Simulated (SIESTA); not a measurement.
Crystal: CsLiCr2Te2S3.

```
CELL_PARAMETERS angstrom
3.42162 -5.18069 0.00784
3.42162 5.18069 0.00784
-2.90411 0.00000 7.43093
ATOMIC_POSITIONS crystal
Cs 0.09374 0.09374 0.00853
Li 0.58875 0.58875 0.55336
Cr 0.05646 0.46755 0.55790
Cr 0.46755 0.05646 0.55790
Te 0.56486 0.87357 0.29035
Te 0.87357 0.56486 0.29035
S 0.81151 0.39697 0.73347
S 0.39697 0.81151 0.73347
S 0.21404 0.21404 0.48371
```

The cell was built by a generator and needn't be a form met in nature.

Base run:

- Program: SIESTA 5.4.2
- Functional: PBE
- Potentials or basis: PseudoDojo 0.4 standard (PBE files)
- Basis: DZP (energy shift 0.003 Ry; two zetas on semicore shells; d shell added on Cs)
- Grid cutoff: 800 Ry
- Energy shift: 0.003 Ry
- k mesh: 5 × 5 × 4
- Occupations: fermi-dirac, width 0.05 eV
- Spin: collinear spin, ferromagnetic start
- Starting moments: [0.0, 0.0, 3.0, 3.0, 0.0, 0.0, 0.0, 0.0, 0.0] μB

Its results: band gap on the k mesh none (metal or under the smearing width); pressure 0.5 GPa; net moment 4.02 μB per cell; site moments Cs -0.03; Li -0.03; Cr +2.63; Te -0.40; S -0.12, -0.11 μB; largest force 0.278 eV/Å.

**Question.** After a change of settings the same cell gave: band gap on the k mesh none (metal or under the smearing width); pressure 2.4 GPa; net moment 4.76 μB per cell; site moments Cs -0.05; Li -0.04; Cr +3.32; Te -0.48; S -0.28, -0.27 μB; largest force 1.062 eV/Å. Which change was it?
A. hubbard terms from none to Cr d U = 4 eV
B. hubbard terms from none to Cr d U = 2 eV
C. basis from DZP (energy shift 0.003 Ry; two zetas on semicore shells; d shell added on Cs) to TZDP (energy shift 0.003 Ry; two zetas on semicore shells; d shell added on Cs)
D. basis from DZP (energy shift 0.003 Ry; two zetas on semicore shells; d shell added on Cs) to SZP (energy shift 0.003 Ry; d shell added on Cs)

**Answer.** B.

Caveats: the basis of atomic orbitals isn't converged, which shifts pressures, moduli and gaps; only a ferromagnetic start was run, and an antiferromagnetic order may lie lower in energy; spin-orbit coupling is left out, which moves the levels of the heavy elements (some runs); forces of over 1 eV/Å show positions far from the minimum, so gaps and moduli don't describe the material at rest (some runs).
